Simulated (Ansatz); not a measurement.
# BiS: the cost of one run

Method: DFT r²SCAN, scalar-relativistic, plane waves, PAW, in Ansatz 0.2.0.

4 further runs of the same task are left out: 2 that didn't finish, 2 set aside as unsound or not needed. Runs told in other sessions of the task aren't counted.

## (1) Starting point

It takes space group P-6m2 (No. 187, hexagonal). Conventional cell: a = 3.716 Å, b = 3.716 Å, c = 4.087 Å, α = 90.00°, β = 90.00°, γ = 120.00°. Around Bi (site symmetry -6m2) lie 6 S at 2.96 Å. S (site symmetry -6m2) is surrounded by 6 Bi at 2.96 Å.

As a file:

```
Bi S
1.0
     3.71568    0.00000    0.00000
    -1.85784    3.21787    0.00000
     0.00000    0.00000    4.08685
Bi S
1 1
Direct
  0.00000 0.00000 0.00000
  0.66667 0.33333 0.50000
```

This cell comes from an earlier session at r²SCAN: 24.432 Å³/atom at 0.00 GPa, on a 10×10×8 mesh.

The changes: atom 2 (S) moved 0.02 Å along z; strain e4 = -0.02, atoms carried along; all atoms moved at random (σ = 0.15 Å), cell strained at random (1 %).

## (2) Atom 2 (S) moved 0.02 Å along z

Contents of input.yaml:

```yaml
crystal:
  lattice:
    - [3.7156778532, 0.0, 0.0]
    - [-1.8578389266, 3.2178714132, 0.0]
    - [0.0, 0.0, 4.0868519302]
  atoms:
    - { symbol: Bi, position: [0.0, 0.0, 0.0] }
    - { symbol: S, position: [0.6666666667, 0.3333333333, 0.5048937423] }
basis:
  ecutwfc: 500
  ecutrho_ratio: 4
kpoints:
  mp_grid: { grid: [10, 10, 8] }
hamiltonian:
  xc: r2scan
scf:
  occupations: { method: gaussian, width: 0.05 }
output:
  forces: true
  stress: true
  eigenvalues: true
  write_density: true
  write_potential: true
  elf: true
  volumetric_format: npy
```

The run is started by

```bash
> ansatz run input.yaml --threads 2 --pin off --max-ram 2662MiB --backend cpu --events-out ev --progress --plain --runs-dir out
```

Q: Estimate wall time and peak memory on 2 threads of Intel Xeon 6975P-C (Granite Rapids), shared host.

About 4.5 s, with a peak of 0.52 GiB.
